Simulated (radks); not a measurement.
# Kr⁺ in [Ar] 3d10 4s2 4p5: an all-electron calculation

An exercise on one series of results from a longer session: the logs are not shown, and one member is left open.

Program: radks (a radial shooting solver on a logarithmic mesh, Libxc functionals) version 1. Level of theory: scalar-relativistic Kohn-Sham, Wu-Cohen GGA, spin-polarised, spherical densities, finite nucleus; open shells are filled with parallel spins first. These are calculated values, not measurements, unless marked.

## The atom as given

```
element            : krypton (Z = 36)
charge             : +1
electrons          : 35
configuration      : [Ar] 3d10 4s2 4p5
nuclear rms radius : 4.1884 fm
```

Outer shells as boxes (Hund's rule):

Kr⁺
```
[Ar] core
3d [↑↓][↑↓][↑↓][↑↓][↑↓]
4s [↑↓]
4p [↑↓][↑↓][↑ ]
```

The first run:

Settings of this run:

```text
Z 36
configuration [Ar] 3d10 4s2 4p5
relativity scalar-relativistic
functional wc,pbe
spin polarised
nucleus finite rms 4.1884 fm
c 137.035999084
```

On the command line:

```
$ python run_ks.py task.json out
```

All runs below come from this command, one after another.

One table of the session follows, with a row left open; its other results are not shown here.

It belongs to the step «Radial structure». Sizes of the orbitals, from the radial functions (bohr):

| level | <r> | outermost maximum (interpolated) | 90 % within | nodes |
| --- | --- | --- | --- | --- |
| 1s up | 0.04150 | 0.0271 | 0.0742 | 0 |
| 1s down | 0.04150 | 0.0271 | 0.0742 | 0 |
| 2s up | 0.1836 | 0.154 | 0.284 | 1 |
| 2s down | 0.1836 | 0.154 | 0.284 | 1 |
| 2p up | 0.1601 | 0.123 | 0.261 | 0 |
| 2p down | 0.1601 | 0.123 | 0.261 | 0 |
| 3s up | 0.5306 | 0.467 | 0.789 | 2 |
| 3s down | 0.5305 | 0.467 | 0.789 | 2 |
| 3p up | ? | ? | ? | ? |
| 3p down | 0.5406 | 0.463 | 0.824 | 1 |
| 3d up | 0.5560 | 0.411 | 0.911 | 0 |
| 3d down | 0.5553 | 0.411 | 0.909 | 0 |
| 4s up | 1.536 | 1.33 | 2.27 | 3 |
| 4s down | 1.536 | 1.33 | 2.27 | 3 |
| 4p up | 1.820 | 1.52 | 2.75 | 2 |
| 4p down | 1.830 | 1.52 | 2.77 | 2 |

Q: Estimate the row for 3p up from the others.

As computed: <r>: 0.5408; outermost maximum (interpolated): 0.463; 90 % within: 0.825; nodes: 1. In the column «<r>» it lies between 3p down (0.5406) and 3d down (0.5553).

Caveats from the session: Open shells are spherical and high-spin; term and fine-structure splittings are not resolved.
